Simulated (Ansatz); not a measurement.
Run this with Ansatz 0.2.0, Python API and show what comes out.

The script, `zeeman.py`:
```python
"""Response of the spins of Pt to a Zeeman field."""

import warnings

import ansatz as az
import numpy as np

FUNCTIONAL = "pbesol"
OCCUPATIONS = "Marzari-Vanderbilt"
KGRID = (10, 10, 5)

warnings.simplefilter("ignore", az.DeckWarning)

lattice = az.Lattice.of(
    [2.760666, 0.0, 0.0],
    [-1.380333, 2.390807, 0.0],
    [0.0, 0.0, 4.792134],
)
sites = [
    ("Pt", [2 / 3, 1 / 3, 0.75]),
    ("Pt", [1 / 3, 2 / 3, 0.25]),
]
structure = az.Crystal(lattice=lattice)
for symbol, position in sites:
    structure = structure.atom(symbol, position)

job = structure.calculation()
job = job.functional(FUNCTIONAL).occupations(OCCUPATIONS)
job = job.kpoints(*KGRID)
job = job.pseudopotentials("paw")
job = job.spin("collinear")
# the field acts on the spins alone; such large fields lift the response over the noise
rows = []
for tesla in [0, 100, 200, 400]:
    r = (job.magnetic_field(tesla) if tesla else job).run(threads=1).report
    rows.append((tesla, r["magnetization_mub"], r["free_energy_ev"], r["components"].get("e_zeeman", 0.0)))
print("         B (T)      moment muB            F eV  Zeeman term eV")
for row in rows:
    print(f"{str(row[0]):>14s}  {row[1]:14.4f}  {row[2]:14.5f}  {row[3]:14.5f}")
slope = np.polyfit([row[0] for row in rows], [row[1] for row in rows], 1)[0]
print(f"dM/dB = {1000 * slope:.4f} muB per 1000 T per cell")
```

```console
$ python zeeman.py
RunWarning: this spin-polarised run has no starting moment large enough to seed its density, so its SCF can try parallel moments of its own, which can die out, and starts no order whose moments cancel. Behind that start scf.lower_state_search: light tries no other order and makes no probe for moments, and off searches nothing, so another order or size of moments can lie lower. To look for one, give starting moments (crystal.atoms[].spin, magnetization.per_species, [...]
         B (T)      moment muB            F eV  Zeeman term eV
             0          0.0000    -24767.46473         0.00000
           100          0.0564    -24767.46489        -0.00033
           200          0.1096    -24767.46537        -0.00127
           400          0.2043    -24767.46720        -0.00473
dM/dB = 0.5084 muB per 1000 T per cell
```
(Warnings from the package without file and line, shortened.)

Notes:
- Total energies depend on the potentials; only differences at equal settings carry meaning. A total without «per atom» is that of the cell as typed.
- For a metal this k-point mesh is coarse: on a finer one energies can move by several to tens of meV an atom and pressures by half a GPa or more, differences at one mesh by less.
- Spin-orbit coupling, which matters for elements this heavy, is left out.
- This isn't the structure that Pt takes at ambient conditions.
- Orbital magnetism is left out. The response of a metal hangs strongly on mesh and smearing, and a straight-line fit holds only where the moment is linear in the field.
- The script silences the warnings on its input, which a real study should read.
- It ran for 17 s on 1 thread of Arm Neoverse V2, with other jobs on the host, peak memory 0.37 GiB.

(Lines on the test bed's own set-up are left out of the output.)
